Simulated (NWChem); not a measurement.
# TPSSh/cc-pVDZ run of C2H3F3 (1,1,2-trifluoroethane)

Aim: the electronic atomisation energy of C2H3F3 (1,1,2-trifluoroethane) at TPSSh/cc-pVDZ, from 4 runs. 

The results are computed with NWChem 7.3.0.

### 1 The structure to begin with

C2H3F3 has 8 atoms, charge 0, and is taken as a singlet. As SMILES, `FCC(F)F`. The shape is that of a PBE0-D4/def2-TZVP optimisation. This is one conformer, not always the lowest.

Bond lengths: F1–C2 1.372 Å, C2–C3 1.509 Å, C3–F4 1.352 Å, C3–F5 1.356 Å, C2–H6 1.093 Å, C2–H7 1.093 Å, C3–H8 1.095 Å. Some angles: F1–C2–C3 109.3°, C2–C3–F4 110.4°, C2–C3–F5 108.3°, F4–C3–F5 107.9°, F1–C2–H6 109.4°, F1–C2–H7 109.2°, C3–C2–H6 109.5°, C3–C2–H7 109.4°, C2–C3–H8 113.0°, F4–C3–H8 108.2°.

### 2 The energy at TPSSh/cc-pVDZ (run 1)

a.nw reads:

```
start a
title "C2H3F3 TPSSh"
memory 2200 mb
geometry units atomic noautosym nocenter noautoz
   F  -2.15957902 -1.28690349  2.19794046
   C  -0.35564646  0.36868557  1.34510706
   C   0.32673365 -0.28799426 -1.34416219
   F   1.55751227 -2.52429616 -1.42957781
   F   1.91183592  1.51858391 -2.23403422
   H   1.32602082  0.22468844  2.53695732
   H  -1.11210382  2.28940320  1.41219233
   H  -1.32054062 -0.41007057 -2.58986965
end
basis "ao basis" spherical bse
   F library cc-pVDZ
   C library cc-pVDZ
   H library cc-pVDZ
end
dft
   xc xctpssh
   mult 1
   grid fine
   convergence energy 1e-08
   maxiter 100
   mulliken
   print low
end
task dft energy
```

Started as:

```
nwchem a.nw > a.out
```

The log of the run:

```text
[...]
 d= 0,ls=0.0,diis     1   -377.4158610077 -5.69D+02  1.66D-02  1.16D+00     2.4
[...]
 d= 0,ls=0.0,diis     8   -377.5474736373  3.50D-09  2.68D-06  1.99D-07    15.1
         Total DFT energy =     -377.547473637314
      One electron energy =     -902.852656856366
           Coulomb energy =      377.401119608358
    Exchange-Corr. energy =      -43.455722039269
 Nuclear repulsion energy =      191.359785649963
[...]
      Total Density - Mulliken Population Analysis
     ---------------------------------------------
    Atom       Charge   Shell Charges
 -----------   ------   -------------------------------------------------------
    1 F    9     9.24   2.00  0.90  1.01  3.33  1.99  0.01
    2 C    6     5.80   2.01  0.70  0.34  2.04  0.60  0.12
    3 C    6     5.66   2.01  0.72  0.29  1.95  0.48  0.21
    4 F    9     9.20   2.01  0.90  1.00  3.33  1.95  0.01
    5 F    9     9.21   2.01  0.90  1.00  3.33  1.96  0.01
    6 H    1     0.96   0.77  0.16  0.03
    7 H    1     0.96   0.77  0.16  0.03
    8 H    1     0.97   0.78  0.17  0.03
[...]
```

Run time: 16 s. Hardware: 1 thread of AMD EPYC 7R43 (Zen 3), shared host; peak memory 0.11 GiB.

### 3 The C atom at the same level (run 2)

c.nw reads:

```
start c
title "C TPSSh"
memory 2200 mb
charge 0

geometry units atomic noautosym nocenter noautoz
   C      0.00000000     0.00000000     0.00000000
end

basis spherical bse
   * library cc-pVDZ
end

dft
   xc xctpssh
   mult 3
   grid fine
   convergence energy 1e-08
   iterations 100
   mulliken
   print low
end

task dft
```

Run the same way, it converges to -37.85574 Eh (log not shown).

Run 3 isn't shown in full; the table further down has it.

### 4 The H atom, same level (run 4)

m1.xyz reads:

```xyz
1
H TPSSh
H      0.000000     0.000000     0.000000
```

m1.nw reads:

```
start m1
title "H TPSSh"
memory stack 880 mb heap 220 mb global 1100 mb

geometry units angstrom noautosym nocenter noautoz
  load format xyz m1.xyz
end

basis spherical bse
  * library cc-pVDZ
end

dft
  xc xctpssh
  mult 2
  grid fine
  convergence energy 1e-08
  iterations 100
  mulliken
  print low
end

task dft
```

Run the same way, it converges to -0.49926 Eh (log not shown).

### 5 All runs side by side

| run | level | partner | energy (Eh) | wall time |
| --- | --- | --- | --- | --- |
| 1 | TPSSh/cc-pVDZ | base | -377.547474 | 16 s |
| 2 | UTPSSh/cc-pVDZ | atoms | -37.855744 | 0.94 s |
| 3 | UTPSSh/cc-pVDZ | atoms | -99.725402 | 0.92 s |
| 4 | UTPSSh/cc-pVDZ | atoms | -0.499259 | 0.72 s |

### 6 Results

Level: TPSSh/cc-pVDZ.

```
                     quantity        value
         H atom: total energy  -0.49926 Eh
                 H atom: ⟨S²⟩        0.750
electronic atomisation energy    31.620 eV
```

**Reading.** Taking the molecule apart into free atoms costs 31.62 eV (729 kcal/mol), before zero-point energy and without spin-orbit coupling. All runs together took 18 s, the longest 16 s.
